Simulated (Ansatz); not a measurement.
This script makes an atomisation energy of HLi with the Ansatz DFT code, driven from Python.

Script `tae_hli.py`:
```python
"""Energy to split HLi into its atoms."""

from collections import Counter

import ansatz as az


def total_energy(molecule, charge=0, unpaired=0):
    calc = molecule.calculation().basis(gaussian="def2-SVPD").functional("b3lyp")
    if charge:
        calc = calc.charge(charge)
    if unpaired:
        calc = calc.spin("collinear", total=unpaired)
    return calc.run(threads=1, pin="off").report["free_energy_ev"]


def main() -> None:
    hli = (
        az.Crystal.molecule()
        .atom("Li", [0.0, 0.0, 0.0])
        .atom("H", [0.0, 0.0, 1.605])
    )

    # unpaired electrons of the ground-state atoms
    unpaired = {"Li": 1, "H": 1}
    counts = Counter(site.symbol for site in hli.cartesian_sites)
    atom_energy = {s: total_energy(az.Crystal.molecule().atom(s, (0, 0, 0)), 0, unpaired[s]) for s in counts}
    whole = total_energy(hli, 0, 0)
    for s, e in atom_energy.items():
        print(f"{s:2s} x{counts[s]}  {e:14.5f} eV")
    print(f"HLi: {whole:.5f} eV")
    split = sum(counts[s] * e for s, e in atom_energy.items()) - whole
    print(f"atomisation energy (no zero-point term): {split:.3f} eV, {split / sum(counts.values()):.3f} eV an atom")


if __name__ == "__main__":
    main()
```

What does it cost to take this molecule apart into atoms?

2.567 eV from the electronic energies, without the zero-point term.

The run itself:

```console
$ python tae_hli.py
Li x1      -203.67670 eV
H  x1       -13.63995 eV
HLi: -219.88364 eV
atomisation energy (no zero-point term): 2.567 eV, 1.283 eV an atom
```

Reading the output:
- Total energies depend on the basis set; only differences at equal settings carry meaning.
- The geometry is a force-field or estimated start, not a minimum of this method, and the basis set is short of its limit. All parts are taken at fixed geometry, without zero-point energy.
- b3lyp holds the VWN-RPA fit, as in Gaussian; the form of ORCA and Turbomole is b3lyp5.
- Finished in 1.3 s on 1 thread of Arm Neoverse N1, on a shared host, peak memory 0.13 GiB.

(Lines on the test bed's own set-up are left out of the output.)
